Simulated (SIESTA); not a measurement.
**Ta3N under changes of volume**

One of the cells (14.978 Å³/atom); the others are scaled copies at fixed shape and fractional positions:

```xyz
4
Lattice="3.0322 0.0000 0.0000 -1.5161 2.6260 0.0000 0.0000 0.0000 7.5241" Properties=species:S:1:pos:R:3 pbc="T T T"
Ta    1.5161    0.8753    6.2155
Ta    0.0000    1.7507    1.3087
Ta    0.0000    0.0000    3.7621
N     0.0000    0.0000    0.0000
```

The cell comes from a database or a generator and needn't be the stable form of this composition.

* Program: SIESTA 5.4.2
* Functional: LDA
* Potentials or basis: PseudoDojo 0.4 standard (LDA files)
* Basis: DZP (energy shift 0.003 Ry; two zetas on semicore shells)
* Grid cutoff: 800 Ry
* Energy shift: 0.003 Ry
* k mesh: 10 × 10 × 4
* Occupations: fermi-dirac, width 0.05 eV
* Spin: no spin polarisation

```csv
volume (Å³/atom),energy over the lowest point (meV/atom),pressure (GPa),largest force (eV/Å)
14.079,?,?,?
14.379,0.00,-1.5,0.243
14.678,8.24,-7.1,0.084
14.978,26.33,-12.1,0.058
15.277,53.27,-16.6,0.185
15.577,88.17,-20.6,0.301
15.877,130.18,-24.2,0.407
```

**Question.** What does the run at 14.079 Å³/atom give?

**Answer.** Energy over the lowest point 2.78 meV/atom; pressure 4.7 GPa; largest force 0.413 eV/Å.

Worked out: A Birch-Murnaghan fit of order 3 (a polynomial in V^(-2/3)) to the other rows has its minimum at 14.30 Å³/atom, just outside them, with B0 = V·E''(V) = 290 GPa and B' = 4.3 at fixed shape and positions, which overstates the stiffness. It gives 2.82 meV/atom at 14.079 Å³/atom, against the run's 2.78, and -dE/dV = 4.7 GPa, against 4.7.

Energies are extrapolated to zero smearing.

Caveats: short orbitals over semicore shells can move pressures by several GPa; the basis of atomic orbitals isn't converged, which shifts pressures, moduli and gaps.
